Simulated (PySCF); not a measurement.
# HgO−: bond curves at several levels of theory

An exercise on one series of results from a longer session: the logs are not shown, and one member is left open.

Method: Hg def2-SVPD with ECP60, O def2-SVPD, scalar-relativistic core potentials; program: PySCF 2.14.0.

3 further runs of the same task are left out: 3 set aside as unsound or not needed.

The first run:

Settings of the job:

| Quantity | Value |
| --- | --- |
| atoms | Hg, O |
| charge | -1 |
| basis | Hg def2-SVPD with ECP60, O def2-SVPD |
| Hamiltonian | scalar-relativistic core potentials |
| basis functions | 58 |
| electrons treated | 29 |
| masses in u | 201.9706, 15.9949 |
| levels | PBE0, PBE, r²SCAN, BLYP, M06-2X, PW91, CAM-B3LYP, MP2, SCS-MP2 |
| grid | 80 radial by 434 angular points |
| occupations | held fixed by the projection of orbital angular momentum |
| dissociation limit | Hg + O−, each in its ground configuration |
| starting distance in angstrom | 2.075 |
| values of 2S to try | 1, 3 |

Command:

```sh
$ OMP_NUM_THREADS=1 python dia.py task.json out
```

Steps of the session up to this table: Input; First curve: PBE0; PBE (GGA); r²SCAN; BLYP; M06-2X (hybrid meta-GGA); PW91 (GGA); CAM-B3LYP (range-separated hybrid).

One table of the session follows, with a row left open; its other results are not shown here.

```
      level  Re (Å)  ωe (cm⁻¹)  De (eV)
    UHF-MP2   2.323      212.1     0.69
UHF-SCS-MP2   2.392      201.7     0.61
        PBE   2.100        362     1.07
       PW91   2.098        365     1.11
       BLYP       ?          ?        ?
     r²SCAN   2.108        334     1.08
       PBE0   2.151      284.6     0.86
  CAM-B3LYP   2.183      261.0     0.80
```

**Question.** Estimate the row for BLYP.

**Answer.** Re (Å): 2.155; ωe (cm⁻¹): 317; De (eV): 0.88. In the column «Re (Å)» it lies between PBE0 (2.151) and CAM-B3LYP (2.183).

De is counted to Hg + O− in their ground configurations.
